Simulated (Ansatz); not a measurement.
**CdInS₂: a line through an energy map**

The task here is to estimate one member of a computed series from the others.

Program: Ansatz 0.2.0. Level of theory: DFT PBE, scalar-relativistic, plane waves, PAW. These are calculated values, not measurements.

16 further runs of the same task are left out: 16 set aside as unsound or not needed.

**The starting structure**

The structure is trigonal, space group P-3m1 (No. 164). The conventional cell has a = 3.871 Å, b = 3.871 Å, c = 6.811 Å, α = 90.00°, β = 90.00°, γ = 120.00°. Around Cd (site symmetry -3m) lie 6 S at 2.78 Å. In (site symmetry -3m) is surrounded by 6 S at 2.84 Å. S (site symmetry 3m) is surrounded by 3 Cd at 2.78 Å and 3 In at 2.84 Å.

As a file:

```cif
data_structure
_symmetry_space_group_name_H-M 'P 1'
_symmetry_Int_Tables_number 1
_cell_length_a 3.8709
_cell_length_b 3.8709
_cell_length_c 6.8111
_cell_angle_alpha 90.000
_cell_angle_beta 90.000
_cell_angle_gamma 120.000
_cell_volume 88.38
loop_
_atom_site_label
_atom_site_type_symbol
_atom_site_fract_x
_atom_site_fract_y
_atom_site_fract_z
_atom_site_occupancy
Cd1 Cd 0.00000 0.00000 0.00000 1
In1 In 0.00000 0.00000 0.50000 1
S1 S 0.66667 0.33333 0.75786 1
S2 S 0.33333 0.66667 0.24214 1
```

It goes back to an entry of the Materials Project, which need not be the stable form.

It is the result of an earlier relaxation at this level (volume 22.10 Å³/atom; gap on the mesh: none (metal)).

**The scan**

The energy is mapped over volume and the cell's shape.

The axes are (1) volume per atom: 7 values from 18.56 to 25.63 Å³; (2) c/a of the conventional cell: 7 values from 1.467 to 2.111.

Nothing else is relaxed (fractional coordinates fixed). Energies count from the relaxed crystal. Points are written as (first, second).

The first run:

input.yaml reads:

```yaml
crystal:
  lattice:
    - [3.8807185217, 0.0, 0.0]
    - [-1.9403592608, 3.3608008247, 0.0]
    - [0.0, 0.0, 5.6922379276]
  atoms:
    - { symbol: Cd, position: [0.0, 0.0, 0.0] }
    - { symbol: In, position: [0.0, 0.0, 0.5] }
    - { symbol: S, position: [0.6666666667, 0.3333333333, 0.7578554487] }
    - { symbol: S, position: [0.3333333333, 0.6666666667, 0.2421445513] }
basis:
  ecutwfc: 420
kpoints:
  mp_grid: { grid: [15, 15, 8] }
hamiltonian:
  xc: pbe
scf:
  occupations: { method: gaussian, width: 0.15 }
output:
  forces: true
  stress: true
  eigenvalues: true
```

Run with:

```
> ansatz run input.yaml --threads 2 --pin off --max-ram 4096MiB --backend cpu --events-out ev --progress --plain --runs-dir out
```

Steps of the session up to this table: Point (18.56 Å³, 1.467); Point (19.74 Å³, 1.467); Grid point (20.92 Å³, 1.467); Point (22.10 Å³, 1.467); Point (23.27 Å³, 1.467); The run at (24.45 Å³, 1.467); The run at (25.63 Å³, 1.467).

One of the session's tables, all rows but one given; the rest of the session is left out.

```
volume per atom (Å³)  energy (meV/atom)  slope (meV/atom per Å³)  pressure (GPa)  largest force on an atom (eV/Å)
               18.56                321                     −122            19.5                            0.094
               19.74                  ?                        ?               ?                                ?
               20.92                142                      −39             6.2                            0.159
               22.10                112                      −12             2.0                            0.174
               23.27                110                        7            −1.2                            0.184
               24.45                128                       22            −3.5                            0.190
               25.63                160                       33            −5.3                            0.195
```

Q: Estimate the row for volume per atom (Å³) = 19.74 from the others.

Worked estimate for «energy (meV/atom)». A straight line through the neighbours (18.56, 321) and (20.92, 142) gives 321 + (142 − 321) × (19.74 − 18.56) / (20.92 − 18.56) = 232; a parabola fitted to 3 rows on both sides gives 212.

**Answer.** energy (meV/atom): 207; slope (meV/atom per Å³): −74; pressure (GPa): 11.9; largest force on an atom (eV/Å): 0.134. In «energy (meV/atom)» the line misses by +25 and the parabola by +5.

Energies count from the relaxed crystal. Slopes come from the forces (and the stress, where the cell changes), not from differences of energies.

**Reading.** Along the line the energy is lowest at 23.27 Å³, 110 meV/atom from the zero. Energies and slopes round the minimum, fitted together, put the minimum at 22.791 Å³, with a curvature of about 16 meV/atom per (Å³)². V·d²E/dV² there is about 59 GPa, a bulk modulus under this line's constraint. The highest point computed, at 18.56 Å³, lies 212 meV/atom above the lowest. This is one cut through a surface in two coordinates; the map's lowest point lies off it. With the other coordinates free, the energies away from the reference would be the same or lower. The final runs have no spin polarisation, so no magnetic state was tried and one may lie lower.
